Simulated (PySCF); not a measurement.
# C4H10OSi: the cost of one run

Programs: PySCF 2.14.0, with density-fitted response routines of our own. Each step states its level of theory. These are calculated values for one molecule in the gas phase, unless marked as measured. Atoms count from 0, in the outputs and in this text.

## 1. The molecule as given

16 atoms, charge 0, multiplicity 1; geometry from: GFN2-xTB.

Bonds of the start (Å): C0–C1 1.32, C1–C2 1.50, C2–C3 1.53, C3–O4 1.40, O4–Si5 1.62, C0–H6 1.08, C0–H7 1.08, C1–H8 1.08, C2–H9 1.09, C2–H10 1.09, C3–H11 1.10, C3–H12 1.10, Si5–H13 1.47, Si5–H14 1.47, Si5–H15 1.45.

## 2. TDDFT and polarisability: B3LYP/def2-SVPD

Job settings and geometry (Å):

```
{"job": {"kind": "uv", "xc": "B3LYP", "basis": "def2-SVPD", "nstates": 8, "ntriplets": 3}, "charge": 0, "multiplicity": 1}
C      2.770807    -0.804351     0.293470
C      1.551549    -0.698043    -0.197883
C      0.940326     0.579087    -0.679424
C     -0.360967     0.881666     0.068857
O     -1.323736    -0.079461    -0.243055
Si    -2.825386    -0.267002     0.326817
H      3.426688     0.047926     0.370317
H      3.170374    -1.744934     0.632046
H      0.903791    -1.561047    -0.265960
H      1.632030     1.411698    -0.540329
H      0.703938     0.488038    -1.743090
H     -0.729602     1.875437    -0.216662
H     -0.174227     0.887263     1.150418
H     -3.654057     0.910775     0.046708
H     -2.826404    -0.475429     1.778800
H     -3.212721    -1.442679    -0.433391
```

With the program's defaults for keys left out, this is: TDDFT B3LYP/def2-SVPD, vertical, gas phase, core orbitals frozen in the response.

Launch:

```
$ OMP_NUM_THREADS=1 python probes_run.py task.json out
```

The driver reads the jobs from task.json and runs them one after another.

Q: Estimate the wall time and peak memory of this job on 1 thread of Arm Neoverse V1, shared host.

About 30 s, with a peak of 0.76 GiB.
